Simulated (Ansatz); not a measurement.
Runs of Ansatz 0.2.0 on CaIrN2. Symmetry: R-3m, No. 166, trigonal system. Conventional cell: a = 3.298 Å, b = 3.298 Å, c = 15.028 Å, α = 90.00°, β = 90.00°, γ = 120.00°. Ir (site symmetry -3m) is surrounded by 6 N at 2.13 Å. Around Ca (site symmetry -3m) lie 6 N at 2.45 Å. N (site symmetry 3m) has 3 Ir at 2.13 Å and 3 Ca at 2.45 Å as nearest neighbours. The cell comes from a database or a generator and needn't be the stable form of this composition.

```csv
level,share of exact exchange,gap on the mesh (eV),pressure (GPa),largest force (eV/Å)
PBE0 form with a typed share of exact exchange,0.35,none,-11.9,0.45
PBE0 form with a typed share of exact exchange,0.15,none,-6.3,0.25
PBE0,0.25,none,-9.2,(a)
PBE0 form with a typed share of exact exchange,0,none,-1.7,0.11
PBE0 form with a typed share of exact exchange,0.1,none,(b),0.18
PBE0 form with a typed share of exact exchange,0.5,none,-15.8,0.56
```

Alike in all rows: task single point; potentials or basis Ansatz PAW; no spin polarisation; cell as given; k mesh 5 × 5 × 5; cutoff (eV) 420; smearing fermi-dirac 0.05 eV; the mesh is coarse, so values aren't converged.

Task: Estimate the missing entries.

Result: (a) 0.38; (b) -4.7.

Caveats: all runs use coarse meshes; the PAW data sets come from PBE, with cores solved anew for the run's functional, which leaves a small shift of forces and pressure (some runs); the thresholds are loose for stress (some runs); the PAW data sets were made with another functional, which shifts forces and pressure a little (some runs).

A k mesh can miss the band edges, and the runs leave out spin-orbit coupling on Ir.

A gap of «none» marks a metal or a gap under the smearing width.
